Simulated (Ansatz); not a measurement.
Working through an equation of state with a fit of YbRh, space group Pm-3m

Program: Ansatz 0.2.0, Python API.

Notebook, run cell by cell (the value of a cell's last expression is shown):

```python
import warnings

import ansatz as az
from ase.eos import EquationOfState
from ase.units import GPa
import numpy as np

OCCUPATIONS = "Fermi-Dirac"
CUTOFF_EV = 600
KMESH = (7, 7, 7)

vectors0 = np.array([
    [3.320754, 0.0, 0.0],
    [0.0, 3.320754, 0.0],
    [0.0, 0.0, 3.320754],
])
sites = [
    ("Yb", (0.5, 0.5, 0.5)),
    ("Rh", (0.0, 0.0, 0.0)),
]


def crystal_on(cell):
    crystal = az.Crystal(lattice=az.Lattice.of(cell))
    for symbol, position in sites:
        crystal = crystal.atom(symbol, position)
    return crystal
```

```python
warnings.simplefilter("ignore", az.DeckWarning)
```

```python
volumes, energies, pressures = [], [], []
for scale in np.linspace(0.95, 1.07, 5):
    cell = vectors0 * scale ** (1 / 3)
    calculation = (
        crystal_on(cell).calculation()
        .functional(az.Functional.R2SCAN)
        .occupations(OCCUPATIONS)
        .basis(CUTOFF_EV)
        .kpoints(*KMESH)
        .stress()
    )
    report = calculation.run(threads=1, backend="cpu").report
    volumes.append(abs(np.linalg.det(cell)) / len(sites))
    energies.append(report["free_energy_ev"] / len(sites))
    pressures.append(np.trace(report["stress_gpa"]) / 3)
    print(f"V = {volumes[-1]:8.4f} A^3/atom  F = {energies[-1]:.5f} eV/atom  P = {pressures[-1]:8.3f} GPa")
```

    V =  17.3942 A^3/atom  F = -10111.18462 eV/atom  P =   11.001 GPa
    V =  17.9435 A^3/atom  F = -10111.21450 eV/atom  P =    6.552 GPa
    V =  18.4927 A^3/atom  F = -10111.23031 eV/atom  P =    2.777 GPa
    V =  19.0420 A^3/atom  F = -10111.23419 eV/atom  P =   -0.428 GPa
    V =  19.5913 A^3/atom  F = -10111.22794 eV/atom  P =   -3.146 GPa

```python
eos = EquationOfState(volumes, energies, eos="birchmurnaghan")
v0, e0, bulk = eos.fit()
print(f"V0 = {v0:.4f} A^3/atom, E0 = {e0:.5f} eV/atom, B = {bulk / GPa:.1f} GPa")
eos.plot("eos.png")
```

    V0 = 18.9634 A^3/atom, E0 = -10111.23429 eV/atom, B = 104.2 GPa
    <Axes: title={'center': 'birchmurnaghan: E: -10111.234 eV, V: 18.963 Å$^3$, B: 104.192 GPa'}, xlabel='volume [Å$^3$]', ylabel='energy [eV]'>

A third-order Birch-Murnaghan fit through the 5 points has its minimum at 18.96 Å³ an atom, 3.6 % above the typed cell, with a bulk modulus of 104 GPa and dB/dP = 4.6. From that minimum the energy rises by 49.7 meV an atom on the compressed side and 6.4 meV on the expanded side.

Caveats:
- Total energies depend on the potentials; only differences at equal settings carry meaning.
- Semilocal functionals put the nearly full 4f shell of Yb too close to the Fermi level.
- For a metal this k-point mesh is coarse: on a finer one energies can move by several to tens of meV an atom and pressures by half a GPa or more, differences at one mesh by less.
- Pressure is positive in compression.
- This cell is a computed structure, which may not be the phase found in nature.
- The whole script took 32 s on 1 thread of Arm Neoverse V1, with other jobs on the host, peak memory 0.53 GiB.

(Lines on the test bed's own set-up are left out of the output.)
